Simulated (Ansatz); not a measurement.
Write a Python script for Ansatz 0.2.0 through its Python package that makes a comparison of functionals at one structure of Al3Pd, space group Pm-3m. Level of theory (first run): LDA, PAW, cutoff 422 eV, 5×5×5 k-points, Methfessel-Paxton smearing of 0.1 eV. The script varies functional: lda, pbe, blyp.

```xyz
4
Lattice="3.9469 0.0000 0.0000 0.0000 3.9469 0.0000 0.0000 0.0000 3.9469" Properties=species:S:1:pos:R:3 pbc="T T T"
Al    0.0000    1.9735    1.9735
Al    1.9735    0.0000    1.9735
Al    1.9735    1.9735    0.0000
Pd    0.0000    0.0000    0.0000
```

`al3pd.py`
```python
"""One structure of Al3Pd under several functionals."""

import ansatz as az
from tabulate import tabulate

params = {
    "k_spacing": 0.32,
    "filling": "Methfessel-Paxton",
    "smearing_width": 0.1,
    "scf_tol": 1e-09,
}

crystal = (
    az.Lattice.from_parameters(3.94691, 3.94691, 3.94691, alpha=90.0, beta=90.0, gamma=90.0)
    .atom("Al", [0.0, 0.5, 0.5])
    .atom("Al", [0.5, 0.0, 0.5])
    .atom("Al", [0.5, 0.5, 0.0])
    .atom("Pd", [0.0, 0.0, 0.0])
)

job = (
    crystal.calculation()
    .basis(31 * az.Ry)
    .kpoints(spacing=params["k_spacing"])
    .occupations(params["filling"], width=params["smearing_width"])  # fractional filling near the Fermi level
    .scf(tolerance=params["scf_tol"])
    .forces()  # minus the gradient of the free energy
    .stress()  # GPa
)

rows = []
for value in ["lda", "pbe", "blyp"]:
    data = job.functional(value).run(threads=1, backend="cpu").report
    rows.append((value, data["free_energy_ev"] / len(data["lattice"]["sites"]), data["n_iterations"], sum(data["stress_gpa"][i][i] for i in range(3)) / 3, max(abs(f) for row in data["forces_ev_ang"] for f in row), data["n_kpoints"]))

print(tabulate(rows, headers=["functional", "F/atom (eV)", "iterations", "P (GPa)", "max component (eV/A)", "k-points"], floatfmt=".4f", tablefmt="simple"))
```

Output of `python al3pd.py`:
```text
DeckWarning: output.stress: scf.convergence.dr2_threshold = 1e-9 eV is looser than the 4e-10 eV advised for a printed stress (1e-10 eV for each atom of the cell: 4). What an SCF threshold leaves in a [...]
functional      F/atom (eV)    iterations    P (GPa)    max component (eV/A)    k-points
------------  -------------  ------------  ---------  ----------------------  ----------
lda              -2096.1386             7    -4.8671                  0.0000          10
pbe              -2146.6651             7     1.3058                  0.0000          10
blyp             -2152.5796             8     5.6484                  0.0000          10
```
(Warnings from the package without file and line, shortened.)

From lowest to highest: LDA (-4.9 GPa), PBE (1.3 GPa) and BLYP (5.6 GPa). At a fixed cell a lower pressure usually means a smaller equilibrium volume, so LDA prefers the smallest cell and BLYP the largest.

Notes:
- BLYP can be off by several per cent in the lattices of metals, and by several GPa in the pressure at a fixed cell.
- For a metal this k-point mesh is coarse: on a finer one energies can move by several to tens of meV an atom and pressures by half a GPa or more, differences at one mesh by less.
- Forces vanish by symmetry here and test nothing.
- Pressure is positive in compression.
- This cell is a computed structure, which may not be the phase found in nature.
- Total energies of different functionals can't be compared; pressures, moments and gaps at this one structure can.
- It ran for 2.9 s on 1 thread of Arm Neoverse V2, with other jobs on the host, peak memory 0.35 GiB.
